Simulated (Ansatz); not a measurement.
# TiSi16: the cost of one run

All numbers below are computed with Ansatz 0.2.0 (DFT PBEsol, plane waves, PAW, scalar-relativistic, no spin polarisation).

## 1. The starting structure

The cell holds 17 atoms (Si16Ti): a = 7.679 Å, b = 7.679 Å, c = 7.679 Å, α = 60.00°, β = 60.00°, γ = 60.00°.

As a file:

```cif
data_structure
_symmetry_space_group_name_H-M 'P 1'
_symmetry_Int_Tables_number 1
_cell_length_a 7.6792
_cell_length_b 7.6792
_cell_length_c 7.6792
_cell_angle_alpha 60.000
_cell_angle_beta 60.000
_cell_angle_gamma 60.000
_cell_volume 320.21
loop_
_atom_site_label
_atom_site_type_symbol
_atom_site_fract_x
_atom_site_fract_y
_atom_site_fract_z
_atom_site_occupancy
Si1 Si 0.00000 0.00000 0.00000 1
Si2 Si 0.12500 0.12500 0.12500 1
Si3 Si 0.00000 0.00000 0.50000 1
Si4 Si 0.12500 0.12500 0.62500 1
Si5 Si 0.00000 0.50000 0.00000 1
Si6 Si 0.12500 0.62500 0.12500 1
Si7 Si 0.00000 0.50000 0.50000 1
Si8 Si 0.12500 0.62500 0.62500 1
Si9 Si 0.50000 0.00000 0.00000 1
Si10 Si 0.62500 0.12500 0.12500 1
Si11 Si 0.50000 0.00000 0.50000 1
Si12 Si 0.62500 0.12500 0.62500 1
Si13 Si 0.50000 0.50000 0.00000 1
Si14 Si 0.62500 0.62500 0.12500 1
Si15 Si 0.50000 0.50000 0.50000 1
Si16 Si 0.62500 0.62500 0.62500 1
Ti1 Ti 0.57018 0.81260 0.80608 1
```

## 2. Relaxing end A

The input, input.yaml:

```yaml
crystal:
  lattice:
    - [0.0, 5.43, 5.43]
    - [5.43, 0.0, 5.43]
    - [5.43, 5.43, 0.0]
  atoms:
    - { symbol: Si, position: [0.0, 0.0, 0.0] }
    - { symbol: Si, position: [0.125, 0.125, 0.125] }
    - { symbol: Si, position: [0.0, 0.0, 0.5] }
    - { symbol: Si, position: [0.125, 0.125, 0.625] }
    - { symbol: Si, position: [0.0, 0.5, 0.0] }
    - { symbol: Si, position: [0.125, 0.625, 0.125] }
    - { symbol: Si, position: [0.0, 0.5, 0.5] }
    - { symbol: Si, position: [0.125, 0.625, 0.625] }
    - { symbol: Si, position: [0.5, 0.0, 0.0] }
    - { symbol: Si, position: [0.625, 0.125, 0.125] }
    - { symbol: Si, position: [0.5, 0.0, 0.5] }
    - { symbol: Si, position: [0.625, 0.125, 0.625] }
    - { symbol: Si, position: [0.5, 0.5, 0.0] }
    - { symbol: Si, position: [0.625, 0.625, 0.125] }
    - { symbol: Si, position: [0.5, 0.5, 0.5] }
    - { symbol: Si, position: [0.625, 0.625, 0.625] }
    - { symbol: Ti, position: [0.570176, 0.8125993, 0.8060774] }
basis:
  ecutwfc: 420.0
kpoints:
  mp_grid: { grid: [2, 2, 2] }
hamiltonian:
  xc: pbesol
  pseudopotentials: { kind: paw, azcp: { folder: soft_1 } }
scf:
  occupations: { method: gaussian, width: 0.02 }
  lower_state_search: "off"
relax:
  f_tol: 0.03
  max_steps: 60
  adjacent_minimum: "off"
```

Started as:

```
$ ansatz run input.yaml --threads 1 --pin off --max-ram 3072MiB --backend cpu --events-out ev --progress --plain --runs-dir out
```

Q: Estimate wall time and peak memory on 1 thread of Arm Neoverse V2, shared host.

About 1.7 min, with a peak of 0.55 GiB.
